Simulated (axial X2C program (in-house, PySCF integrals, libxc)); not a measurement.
# AsN: properties at the nuclei

Aim: properties at the nuclei of AsN, with spin–orbit coupling in the Hamiltonian from the start.

The runs use an in-house X2C program for linear molecules on PySCF integrals; two-component X2C with atomic mean-field terms, As dyall-cv3z, N dyall-av3z.

All values are calculated.

### 1 The job

Contents of task.json:

```json
{"zs": [33, 7], "q": 0, "bas": ["dyall-cv3z", "dyall-av3z"], "r0": 1.74, "levels": ["PBE0", "HF", "PBE", "LDA", "BHandHLYP"], "nst": 3}
```

Keys: zs atomic numbers; q charge; bas basis sets; r0 starting distance in Å; levels methods (HF also brings MP2); nst determinants followed.

The run is started by

```console
$ python soeom.py task.json out
```

Nuclei are Gaussian, cores are contracted, and the Gaunt term is on.

### 2 Expectation values, lowest determinant

R = 1.599 Å. State: Ω = 0 (closed shell).

Output of the PBE0 run:

```text
two-component X2C + atomic mean field  PBE0
basis functions 160  fitting functions 879  grid points 5073
iter        total energy     max residual
   1      -2314.514659772     2.14e-05
   2      -2314.514659770     4.02e-05
   3      -2314.514659782     1.49e-05
   4      -2314.514659784     2.82e-06
   5      -2314.514659785     1.21e-06
converged
one-electron -3370.63273046  Coulomb 1071.32843974  exact exchange -22.27202415  xc functional -68.57858733  nuclear repulsion 76.44773966  atomic mean-field constant -0.80749725
```

The highest occupied spinor is 56% N p, 26% As p, 9% N s.

```tsv
level	qzz As (a.u.)	qzz N (a.u.)	μ (D)
PBE0	-4.22	-1.00	-3.13
HF	-4.68	-1.26	-3.58
PBE	-4.01	-0.93	-2.94
LDA	-4.02	-0.94	-2.98
BHandHLYP	-4.33	-1.13	-3.35
```

qzz is the electric field gradient, eQq0 = 234.96 MHz × Q/barn × qzz; μ is positive if N is the positive end. The operators were transformed with the bare-nucleus X2C matrices.

### 3 Results

| quantity | value |
| --- | --- |
| lowest determinant | Ω = 0 (closed shell) |
| qzz As (a.u.), PBE0 | -4.22 |
| qzz N (a.u.), PBE0 | -1.00 |
| μ (D), PBE0 | -3.13 |

What this shows: The expectation values come from single determinants, which for open shells can mix terms of unlike spin or miss the lowest Ω, so a determinant need not be a state. qzz is the electric field gradient, eQq0 = 234.96 MHz × Q/barn × qzz; μ is positive if N is the positive end. The operators were transformed with the bare-nucleus X2C matrices.
